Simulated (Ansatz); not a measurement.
# CH7BGaN: the cost of one run

Program: Ansatz 0.2.0. Level of theory: RKS r2SCAN-D4/def2-SVP. These are calculated values, not measurements.

### Step 1. Starting point

Bond lengths: B1–N2 1.400 Å, N2–Ga3 1.879 Å, Ga3–C4 2.024 Å, B1–H5 1.176 Å, B1–H6 1.176 Å, N2–H7 1.018 Å, Ga3–H8 1.585 Å, C4–H9 1.093 Å, C4–H10 1.094 Å, C4–H11 1.092 Å. Angles (14 of 15 angles, heavy atoms first): B1–N2–Ga3 131.1°, N2–Ga3–C4 124.2°, B1–N2–H7 115.1°, Ga3–N2–H7 113.8°, N2–B1–H5 118.2°, N2–B1–H6 120.6°, N2–Ga3–H8 108.1°, C4–Ga3–H8 127.7°, Ga3–C4–H9 109.4°, Ga3–C4–H10 109.6°, Ga3–C4–H11 112.7°, H5–B1–H6 121.2°, H9–C4–H10 107.7°, H9–C4–H11 108.8°.

Coordinates:

```xyz
11

B     0.6573    1.5919    1.2249
N     1.0272    0.2618    0.9941
Ga    0.3148   -1.0358   -0.1640
C    -1.2688   -0.7247   -1.3858
H    -0.2542    2.0275    0.6221
H     1.2437    2.2496    2.0036
H     1.8219   -0.0657    1.5401
H     1.1674   -2.3614   -0.0012
H    -2.1259   -0.3957   -0.7920
H    -1.0322    0.0719   -2.0969
H    -1.5514   -1.6195   -1.9449
```

### Step 2. Relaxing end A

The input, input.yaml:

```yaml
crystal:
  periodic: [false, false, false]
  atoms:
    - { symbol: B, position_ang: [0.65733, 1.59193, 1.22486] }
    - { symbol: "N", position_ang: [1.02719, 0.26183, 0.99413] }
    - { symbol: Ga, position_ang: [0.31483, -1.03578, -0.16396] }
    - { symbol: C, position_ang: [-1.26876, -0.72466, -1.38576] }
    - { symbol: H, position_ang: [-0.25416, 2.02747, 0.62212] }
    - { symbol: H, position_ang: [1.2437, 2.2496, 2.00358] }
    - { symbol: H, position_ang: [1.82194, -0.06573, 1.54011] }
    - { symbol: H, position_ang: [1.1674, -2.36142, -0.0012] }
    - { symbol: H, position_ang: [-2.12588, -0.39565, -0.79203] }
    - { symbol: H, position_ang: [-1.03216, 0.07189, -2.09694] }
    - { symbol: H, position_ang: [-1.55144, -1.61947, -1.9449] }
basis:
  gaussian: { orbitals: def2-SVP }
hamiltonian:
  xc: r2scan
  dispersion: d4
relax:
  f_tol: 0.02
  max_steps: 50
output:
  orbitals: {}
```

Launch:

```sh
> ansatz run input.yaml --threads 2 --pin off --max-ram 3072MiB --backend cpu --events-out ev --progress --plain --runs-dir out
```

**Question.** How long does this run take on 2 threads of Intel Xeon at 2.80GHz (Skylake/Cascade Lake), shared host, and how much memory does it need?

About 23 s, with a peak of 0.19 GiB.
